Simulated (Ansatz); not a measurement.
# CH3AlF2 (SMILES [CH3][Al]([F])[F]): CCSD(T)/def2-SVPD

What is the energy change on altering one bond length of CH3AlF2 at CCSD(T)/def2-SVPD? 

Program for the calculation: Ansatz 0.2.0.

46 further runs of the same task are left out: 46 set aside as unsound or not needed.

## 1. Starting point

CH3AlF2: 7 atoms, total charge 0, spin state singlet. SMILES: `[CH3][Al]([F])[F]`. The shape is that of a PBE0-D4/def2-TZVP optimisation.

Bond lengths: C1–Al2 1.926 Å, Al2–F3 1.644 Å, Al2–F4 1.644 Å, C1–H5 1.091 Å, C1–H6 1.093 Å, C1–H7 1.093 Å. Angles: C1–Al2–F3 121.5°, C1–Al2–F4 122.4°, F3–Al2–F4 116.1°, Al2–C1–H5 111.8°, Al2–C1–H6 110.6°, Al2–C1–H7 110.6°, H5–C1–H6 108.4°, H5–C1–H7 108.4°, H6–C1–H7 106.8°.

## 2. The energy at CCSD(T)/def2-SVPD

File job.yaml:

```yaml
crystal:
  periodic: [false, false, false]
  atoms:
    - {symbol: C, position_ang: [-0.253600, 0.825900, -0.238700]}
    - {symbol: Al, position_ang: [0.293100, -0.956200, 0.245500]}
    - {symbol: F, position_ang: [1.513200, -1.219500, 1.315500]}
    - {symbol: F, position_ang: [-0.423400, -2.297600, -0.378600]}
    - {symbol: H, position_ang: [-1.075800, 0.816000, -0.956100]}
    - {symbol: H, position_ang: [-0.573400, 1.384500, 0.645100]}
    - {symbol: H, position_ang: [0.581100, 1.378900, -0.678200]}
basis:
  gaussian: {orbitals: def2-SVPD}
correlation: {method: ccsd_t, frozen_orbitals: {Al: 5, C: 1, F: 1, H: 0}}
accuracy: high
scf: {omitted_lower_state_checks: [cluster_reference, increment]}
```

Launch:

```console
$ ansatz run job.yaml --threads 1 --pin off --max-ram 3480MiB --events-out events.jsonl --progress --plain --runs-dir runs
```

What it wrote, cut to the lines that bear on the results:

```text
Warning: RAYON_NUM_THREADS=1 ignored (pool sized by the plan → 1); use --threads N
Functional definition: HF
  name "HF"
[...]
2236 factors; integrals over basis functions are off by at most 3.2e-9 eV
[...]
mean field -13070.35836584 eV, -480.3268105376 hartree, gradient 1.4e-8 eV, S^2 0.000000; 0 other end points of the search recorded, 0 dependent functions left out
8 core orbitals not correlated: weight in the atoms' cores, before any rotation towards them, 1.000 or more for the frozen orbitals, at most 0.000 for the correlated occupied ones
reference -13070.35836584 eV, -480.3268105376 hartree; 12, 12 occupied and 94, 94 virtual orbitals, 2236 factors
second order -16.59101071 eV of doubles, -0.00000000 eV of singles
cycle   1  -16.71354735 eV  change   -1.2e-1 eV  update   1.0e-1
[...]
cycle  20  -17.17605529 eV  change  -5.6e-10 eV  update  6.0e-10
perturbative correction -0.39958639 eV, -0.0146845289 hartree
Total energy: -13087.93400752 eV, -480.9727034560 hartree
Checks for a lower state left out: cluster_reference, increment
```

Wall time 47 s (1 thread of Arm Neoverse V1, shared host); peak memory 0.98 GiB.

## 3. The distorted shape, same level

File job.yaml:

```yaml
crystal:
  periodic: [false, false, false]
  atoms:
    - {symbol: C, position_ang: [0.002233, 0.379033, -0.945720]}
    - {symbol: Al, position_ang: [0.548933, -1.403067, -0.461520]}
    - {symbol: F, position_ang: [1.769033, -1.666367, 0.608480]}
    - {symbol: F, position_ang: [-0.167567, -2.744467, -1.085620]}
    - {symbol: H, position_ang: [-0.819967, 0.369133, -1.663120]}
    - {symbol: H, position_ang: [-0.573400, 1.384500, 0.645100]}
    - {symbol: H, position_ang: [0.836933, 0.932033, -1.385220]}
basis:
  gaussian:
    orbitals: def2-SVPD
magnetization:
  spin_polarized: false
  initial_magnetization: 0
correlation:
  method: ccsd_t
  frozen_orbitals: {Al: 5, C: 1, F: 1, H: 0}
accuracy: high
scf:
  omitted_lower_state_checks: [cluster_reference, increment]
```

Launch:

```console
$ ansatz run job.yaml --threads 1 --pin off --max-ram 3480MiB --events-out events.jsonl --progress --plain --runs-dir runs
```

What it wrote, cut to the lines that bear on the results:

```text
Warning: RAYON_NUM_THREADS=1 ignored (pool sized by the plan → 1); use --threads N
[... 2 set-up lines as earlier in the session ...]
[...]
2276 factors; integrals over basis functions are off by at most 3.5e-9 eV
[...]
mean field -13066.54419514 eV, -480.1866423495 hartree, gradient 1.3e-8 eV, S^2 0.000000; 0 other end points of the search recorded, 0 dependent functions left out; unrestricted orbitals would lower it
8 core orbitals not correlated: weight in the atoms' cores, before any rotation towards them, 1.000 or more for the frozen orbitals, at most 0.000 for the correlated occupied ones
reference -13066.54419514 eV, -480.1866423495 hartree; 12, 12 occupied and 94, 94 virtual orbitals, 2276 factors
second order -16.87063882 eV of doubles, -0.00000000 eV of singles
cycle   1  -17.03306843 eV  change   -1.6e-1 eV  update   1.2e-1
[...]
cycle  24  -17.71854000 eV  change    1.2e-9 eV  update   2.0e-9
perturbative correction -0.50004389 eV, -0.0183762741 hartree
Total energy: -13084.76277903 eV, -480.8561629587 hartree
Checks for a lower state left out: cluster_reference, increment
```

Wall time 47 s (1 thread of Arm Neoverse V1, shared host); peak memory 1 GiB.

## 4. Summary of results

At CCSD(T)/def2-SVPD, 8 core orbitals frozen:

| quantity | value |
| --- | --- |
| first shape: total energy | -480.97270 Eh |
| first shape: correlation energy (8 core orbitals frozen) | -645.9 mEh |
| first shape: (T) correction | -14.68 mEh |
| first shape: T1 diagnostic | 0.014 |
| distorted shape: total energy | -480.85616 Eh |
| distorted shape: correlation energy (8 core orbitals frozen) | -669.5 mEh |
| distorted shape: (T) correction | -18.38 mEh |
| distorted shape: T1 diagnostic | 0.019 |
| energy change with the C1–H6 bond stretched from 1.093 to 1.968 Å | 3.171 eV |

**Reading.** With the C1–H6 bond stretched from 1.093 to 1.968 Å the energy rises by 3.17 eV (306 kJ/mol). The first shape isn't relaxed at this level, so the change isn't measured from a minimum. The triples (first shape) make up 2.3 % of the correlation energy. The restricted solution (distorted shape) is unstable to spin breaking: an unrestricted one lies lower. The triples (distorted shape) make up 2.7 % of the correlation energy.
